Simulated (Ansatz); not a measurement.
**BGeH₃+ (doublet): the correlation ladder, cc-pVDZ**

Aim: climb from Hartree-Fock through coupled cluster and multireference methods for BGeH₃+ (doublet) at one geometry and basis, and see what each rung misses.

The runs use Ansatz 0.2.0, Gaussian basis; cc-pVDZ, core rule «outside noble gas», up to 15 orbitals frozen.

The runs, in order: UHF; CCSD(T) on ROHF; CCSD(T) on UHF; BCCD(T) on ROHF; CISD; CCSDT(Q) on ROHF; CCSDT(Q) on UHF; CASSCF and NEVPT2, 9 electrons in 11 orbitals.

25 further runs of the same task are left out: 2 for a known fault of the program, 7 that didn't finish, 16 set aside as unsound or not needed.

## Step 1: The geometry

The geometry is a PBE0/def2-TZVP stationary point (not a proven minimum) of the parent state, kept for this charge and spin. No spin-orbit coupling is included. The filled d shell of Ge may be among the frozen orbitals whatever the setting's name suggests; the logs give the count.

5 atoms, charge 1, spin multiplicity 2.

Atoms are counted from 1 here; the program's logs count them from 0.

Bond lengths: Ge1–B2 1.947 Å, Ge1–H3 1.543 Å, Ge1–H4 1.534 Å, B2–H5 1.189 Å. Angles: B2–Ge1–H3 128.4°, B2–Ge1–H4 122.3°, H3–Ge1–H4 109.4°, Ge1–B2–H5 134.1°.

## Step 2: UHF

in.yaml reads:

```yaml
crystal:
  periodic: [false, false, false]
  atoms:
    - {symbol: Ge, position_ang: [0.000000, 0.015295, 0.254755]}
    - {symbol: B, position_ang: [0.000000, -0.169422, -1.683611]}
    - {symbol: H, position_ang: [0.000000, 1.310352, 1.093730]}
    - {symbol: H, position_ang: [0.000000, -1.198297, 1.192594]}
    - {symbol: H, position_ang: [0.000000, 0.602851, -2.587791]}
basis:
  gaussian: {orbitals: cc-pVDZ}
total_charge: 1
magnetization: {spin_polarized: true, initial_magnetization: 1}
hamiltonian: {xc: hf}
output: {orbitals: {seedname: orbitals}}
```

On the command line:

```bash
> ansatz run in.yaml --threads 1 --pin off --events-out ev --progress --plain --max-ram 2393MiB
```

After this run come: CCSD(T) on ROHF; CCSD(T) on UHF; BCCD(T) on ROHF; CISD; CCSDT(Q) on ROHF; CCSDT(Q) on UHF; CASSCF and NEVPT2, 9 electrons in 11 orbitals.

Q: Predict the results of all the runs planned. Wanted: UCCSDT(Q) below the RHF energy; RMP2 from UCCSDT(Q); UMP2 from UCCSDT(Q); RCCSD from UCCSDT(Q); RCCSD(T) from UCCSDT(Q); UCCSD(T) from UCCSDT(Q); RCCSDT(Q) from UCCSDT(Q); NEVPT2 valence from UCCSDT(Q); T1 diagnostic.

**Answer**, as computed:

| quantity | value |
| --- | --- |
| UCCSDT(Q) below the RHF energy | -4.8333 eV |
| RMP2 from UCCSDT(Q) | +1150.5 meV |
| UMP2 from UCCSDT(Q) | +1153.5 meV |
| RCCSD from UCCSDT(Q) | +162.9 meV |
| RCCSD(T) from UCCSDT(Q) | +40.2 meV |
| UCCSD(T) from UCCSDT(Q) | +39.4 meV |
| RCCSDT(Q) from UCCSDT(Q) | +1.5 meV |
| NEVPT2 valence from UCCSDT(Q) | +676.0 meV |
| levels within 1 kcal/mol (43 meV) | RCCSD(T), UCCSD(T), BCCD(T), RCCSDT, UCCSDT, RCCSDT(Q) |
| T1 diagnostic | 0.020 |
| effectively unpaired electrons | 1.04 |

RCCSD(T) lands +40.2 meV from the yardstick (0.8 % of the correlation energy). One determinant dominates. These misses are within one basis, not against nature; the frozen cores of restricted and unrestricted runs differ, which can shift their rows.
